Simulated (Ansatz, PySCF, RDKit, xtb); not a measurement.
**C6H3NOSe: ranking a sample of isomers**

Which of a sample of isomers of C6H3NOSe is the most stable in the gas at 298.15 K, and what are its properties? The sample is small against all isomers, and the most stable one of this formula need not be in it.

The funnel: GFN2-xTB relaxations, single points with a density functional, relaxations at B3LYP-D3(BJ)/def2-SVP, harmonic vibrations (at GFN2-xTB), and a last energy at a higher level. All values are calculated.

## 1. Possible bonding patterns

Isomers were taken from a list of plausible structures; this is a sample, not all of them. That gives 4 candidates.

| label | SMILES | spin |
| --- | --- | --- |
| c170 | O=CC#Cc1c[se]cn1 | singlet |
| c175 | C#Cc1cn[se]c1C=O | singlet |
| c476 | O=CC#Cc1ncc[se]1 | singlet |
| c873 | N#Cc1c[se]ccc1=O | singlet |

Candidates are built by distance geometry, with a force field where one applies, in up to four conformers (letters a to d).

**Question.** With final energies at CCSD(T)/def2-SVP + MP2/def2-TZVPP - MP2/def2-SVP, which structure will this search put lowest in free energy, and by what margin?

| quantity | value |
| --- | --- |
| lowest structure found | N#Cc1c[se]ccc1=O, singlet |
| next finalist | O=CC#Cc1c[se]cn1, singlet, 29.9 kcal/mol higher in G |
| share at equilibrium, among the finalists | 100.0 % |
| dipole moment (PBE0/def2-SVPD) | 7.53 D |
| HOMO energy (PBE0/def2-SVPD) | -7.47 eV |
| LUMO energy (PBE0/def2-SVPD) | -2.55 eV |
| HOMO–LUMO gap (PBE0/def2-SVPD) | 4.92 eV |
| lowest excitation (TD-PBE0/def2-SVPD) | 3.68 eV (f = 0.000) |
| strongest of the states computed, same level | 4.61 eV (f = 0.159) |
| lowest triplet excitation, same level, Tamm-Dancoff | 2.94 eV |
| vertical ionisation energy | 9.18 eV |
| vertical electron affinity | 0.88 eV |
| vertical triplet less singlet | +2.96 eV |

The search ends on `N#Cc1c[se]ccc1=O`. Among the finalists first place is clear (29.9 kcal/mol); structures outside the list aren't covered. GFN2-xTB, HF/STO-3G, r2SCAN-D4/def2-SVP, B3LYP-D3(BJ)/def2-SVP, HF/def2-SVP and MP2/def2-SVP already put its bonding pattern lowest among the structures in one piece. The search is not exhaustive (a finite list of starts, one conformer a finalist), so a lower isomer can't be ruled out. Only 4 drawn patterns were tried, so whole families of isomers are missing, and the result ranks this sample alone.
